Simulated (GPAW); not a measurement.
The system is SbAs.

```
CELL_PARAMETERS angstrom
2.03271 1.17359 3.71659
-2.03271 1.17359 3.71659
0.00000 -2.34718 3.71659
ATOMIC_POSITIONS crystal
Sb 0.77090 0.77090 0.77090
As 0.22910 0.22910 0.22910
```

The cell is a database's computed one.

- Program: GPAW 26.7.0
- Task: relaxation of cell and atoms
- Functional: revPBE
- Potentials or basis: the program's PAW data sets (release 1.2.1) made for this functional
- Cutoff: 600 eV
- Basis: pw
- k mesh: 8 × 8 × 8
- Occupations: fermi-dirac, width 0.05 eV
- Spin: no spin polarisation

At the start: pressure 2.1 GPa; volume 26.60 Å³/atom.

**Question.** How do energy, volume and symmetry change on relaxing?

**Answer.** Over 6 steps the energy falls by 5.8 meV/atom and the volume is 27.49 Å³/atom (+3.4 %); space group R3m (No. 160, to 0.05 Å).

The path:
| step | energy change (eV) | largest force (eV/Å) | pressure (GPa) | volume (Å³) |
| --- | --- | --- | --- | --- |
| 1 | 0.0000 | 0.1869 | 2.05 | 53.20 |
| 2 | -0.0053 | 0.1089 | 1.48 | 53.59 |
| 3 | -0.0109 | 0.0607 | 0.18 | 54.58 |
| 4 | -0.0111 | 0.0622 | 0.10 | 54.68 |
| 5 | -0.0116 | 0.0380 | -0.07 | 54.95 |
| 6 | -0.0117 | 0.0145 | -0.04 | 54.98 |

Final structure:
```yaml
crystal:
  lattice:
    - [2.05899, 1.18876, 3.74406]
    - [-2.05899, 1.18876, 3.74406]
    - [0.00000, -2.37752, 3.74406]
  atoms:
    - { symbol: Sb, position: [0.77077, 0.77077, 0.77077] }
    - { symbol: As, position: [0.22923, 0.22923, 0.22923] }
```

Caveat: later steps reuse the first step's grids.
